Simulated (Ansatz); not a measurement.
Run this with the Python package of Ansatz (0.2.0) and show what comes out.

The script, `ch3ag_basis.py`:
```python
import ansatz as az

ch3ag = (
    az.Crystal.molecule()
    .atom("C", [-0.1436, 0.0601, -0.1401])
    .atom("Ag", [1.763, -0.7992, 0.7827])
    .atom("H", [-0.8545, -0.0973, 0.7246])
    .atom("H", [-0.5307, -0.425, -1.0319])
    .atom("H", [-0.1843, 1.1878, -0.3767])
)

model = ch3ag.calculation().functional("pbe0", dispersion="d4")

energies = {}
for basis in ["def2-SVP", "def2-SVPD", "def2-TZVP", "def2-TZVPP"]:
    rep = model.basis(gaussian=basis).run(threads=1, pin="off").report
    size = rep["n_frozen"] + rep["n_occupied"][0] + rep["n_virtual"][0]
    energies[basis] = (rep["reference_energy_ev"] / 27.211386246, rep["free_energy_ev"] / 27.211386246)
    print(f"{basis:14s} {size:4d} orbitals  reference {energies[basis][0]:14.6f} Ha  total {energies[basis][1]:14.6f} Ha")

last = energies["def2-TZVPP"][1]
for basis, (_, total) in energies.items():
    print(f"{basis:14s} lies {27.211386 * (total - last):9.4f} eV above def2-TZVPP")
```

```console
$ python ch3ag_basis.py
def2-SVP         60 orbitals  reference    -186.738230 Ha  total    -186.740177 Ha
def2-SVPD        78 orbitals  reference    -186.740681 Ha  total    -186.742628 Ha
def2-TZVP        89 orbitals  reference    -186.818010 Ha  total    -186.819957 Ha
def2-TZVPP      129 orbitals  reference    -186.819858 Ha  total    -186.821805 Ha
def2-SVP       lies    2.2212 eV above def2-TZVPP
def2-SVPD      lies    2.1545 eV above def2-TZVPP
def2-TZVP      lies    0.0503 eV above def2-TZVPP
def2-TZVPP     lies    0.0000 eV above def2-TZVPP
```

Against def2-SVP: def2-SVPD -2.5 mHa, def2-TZVP -79.8 mHa and def2-TZVPP -81.6 mHa. The last step alone is -1.85 mHa (these two sets differ little on atoms other than hydrogen).

Reading the output:
- The drop along the ladder measures the basis error, and is no property of the molecule.
- The geometry is a force-field or estimated start, not a minimum of this method, and the last set is no limit. Much of the fall in a total is atomic energy, which cancels in bond and reaction energies.
- def2 sets replace the cores of elements past krypton by effective core potentials.
- Total less reference energy is the dispersion correction.
- Wall time of the script: 2.4 s on 1 thread of AMD EPYC 9R45 96-Core Processor (Zen 5) (shared host), peak memory 0.25 GiB.
